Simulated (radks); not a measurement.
**Ionisation energy and size from Ni to Kr**

An exercise on one series of results from a longer session: the logs are not shown, and one member is left open.

Program: radks (a radial shooting solver on a logarithmic mesh, Libxc functionals) version 1. Level of theory: scalar-relativistic Kohn-Sham, BLYP, spin-polarised, spherical densities, point nucleus; open shells are filled with parallel spins first. These are calculated values, not measurements, unless marked.

## What is computed

```
species : Ni, Cu, Zn, Ga, Ge, As, Se, Br, Kr
runs    : 18, each species and its next ion
```

Set-up of the first run:

The run's settings:

```text
Z 28
configuration [Ar] 3d8 4s2
relativity scalar-relativistic
functional b88,lyp
spin polarised
nucleus point
c 137.035999084
```

Among the steps run: Ni, [Ar] 3d8 4s2; Ni⁺, [Ar] 3d9; Cu, [Ar] 3d10 4s1; Cu⁺, [Ar] 3d10; Zn, [Ar] 3d10 4s2; Zn⁺, [Ar] 3d10 4s1; Ga, [Ar] 3d10 4s2 4p1; Ga⁺, [Ar] 3d10 4s2; Ge, [Ar] 3d10 4s2 4p2; Ge⁺, [Ar] 3d10 4s2 4p1; As, [Ar] 3d10 4s2 4p3; As⁺, [Ar] 3d10 4s2 4p2; Se, [Ar] 3d10 4s2 4p4; Se⁺, [Ar] 3d10 4s2 4p3; Br, [Ar] 3d10 4s2 4p5; Br⁺, [Ar] 3d10 4s2 4p4; Kr, [Kr]; Kr⁺, [Ar] 3d10 4s2 4p5.

One table of the session follows, with a row left open; its other results are not shown here.

| species | Δ-SCF (eV) | −ε(HOMO) (eV) | its <r> (bohr) |
| --- | --- | --- | --- |
| Ni | 7.241 | 5.441 | 2.84 |
| Cu | 8.443 | 4.879 | 2.89 |
| Zn | ? | ? | ? |
| Ga | 5.793 | 2.702 | 3.39 |
| Ge | 7.731 | 4.157 | 2.86 |
| As | 9.602 | 5.600 | 2.52 |
| Se | 9.627 | 5.603 | 2.36 |
| Br | 11.774 | 7.342 | 2.13 |
| Kr | 13.924 | 9.093 | 1.95 |

Estimate the missing values for Zn.

**Answer.** Δ-SCF (eV): 9.712; −ε(HOMO) (eV): 5.962; its <r> (bohr): 2.65. In the column «Δ-SCF (eV)» it lies between Se (9.627) and Br (11.774).

For Cu the highest level isn't the widest one, so −ε(HOMO) and <r> belong to different orbitals, and Δ-SCF follows the ion's typed configuration. Open shells are spherical and high-spin; term and fine-structure splittings are not resolved.
